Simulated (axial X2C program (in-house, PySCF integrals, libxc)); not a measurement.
# ZrGa: properties at the nuclei

Wanted for ZrGa: properties at the nuclei, at the two-component level.

The runs use an in-house X2C program for linear molecules on PySCF integrals; two-component X2C with atomic mean-field terms, Zr dyall-cv3z, Ga dyall-cv3z.

All values are calculated.

## Step 1: Input

File task.json:

```json
{
 "zs": [
  40,
  31
 ],
 "q": 0,
 "bas": [
  "dyall-cv3z",
  "dyall-cv3z"
 ],
 "r0": 2.78,
 "levels": [
  "PBE0",
  "HF",
  "PBE50",
  "BP86",
  "r2SCAN"
 ],
 "nst": 3
}
```

Keys: zs atomic numbers; q charge; bas basis sets; r0 starting distance in Å; levels methods (HF also brings MP2); nst determinants followed.

Run with:

```sh
python soeom.py task.json out
```

Further steps of the session: Expectation values, lowest determinant; Expectation values, a higher determinant; Expectation values, a higher determinant.

**Question.** What will these runs give? Wanted: lowest determinant; Eeff magnitude; Ws magnitude Zr; A∥/gI Zr; qzz Zr; higher determinant (for each run or level that gives them).

As calculated:

| quantity | value |
| --- | --- |
| lowest determinant | Ω = 1/2 (excess of +ω over −ω: ω = 1/2) |
| Eeff magnitude (GV/cm), PBE0 | 0.307 |
| Ws magnitude Zr (kHz), PBE0 | 0.375 |
| A∥/gI Zr (MHz), PBE0 | 2450 |
| qzz Zr (a.u.), PBE0 | -0.61 |
| higher determinant | Ω = 9/2 (excess of +ω over −ω: ω = 1/2, ω = 3/2, ω = 5/2) |
| Eeff magnitude (GV/cm), PBE0, higher determinant | 0.327 |
| Ws magnitude Zr (kHz), PBE0, higher determinant | 0.0392 |
| A∥/gI Zr (MHz), PBE0, higher determinant | 447 |
| qzz Zr (a.u.), PBE0, higher determinant | -0.65 |
| higher determinant | Ω = 3/2 (excess of +ω over −ω: ω = 3/2) |
| Eeff magnitude (GV/cm), PBE0, higher determinant | 2.11 |
| Ws magnitude Zr (kHz), PBE0, higher determinant | 0.543 |
| A∥/gI Zr (MHz), PBE0, higher determinant | -16.2 |
| qzz Zr (a.u.), PBE0, higher determinant | -2.61 |

In words: In the first state, the effective field runs from 0.0754 to 1.01 GV/cm over the mean-field levels, so the levels don't agree on it. The expectation values come from single determinants, which for open shells can mix terms of unlike spin or miss the lowest Ω, so a determinant need not be a state. Eeff is the effective electric field on the electron dipole moment in this Ω state and Ws the scalar–pseudoscalar constant (defined with the proton number Z and per Ω); A∥ is the parallel hyperfine constant, which follows by multiplying with the nuclear g factor gI = μI/(I μN); qzz is the electric field gradient, eQq0 = 234.96 MHz × Q/barn × qzz; μ is positive if Ga is the positive end. The operators were transformed with the bare-nucleus X2C matrices. A second determinant lies within 0.1 eV of the first, so their order is not settled at this level.
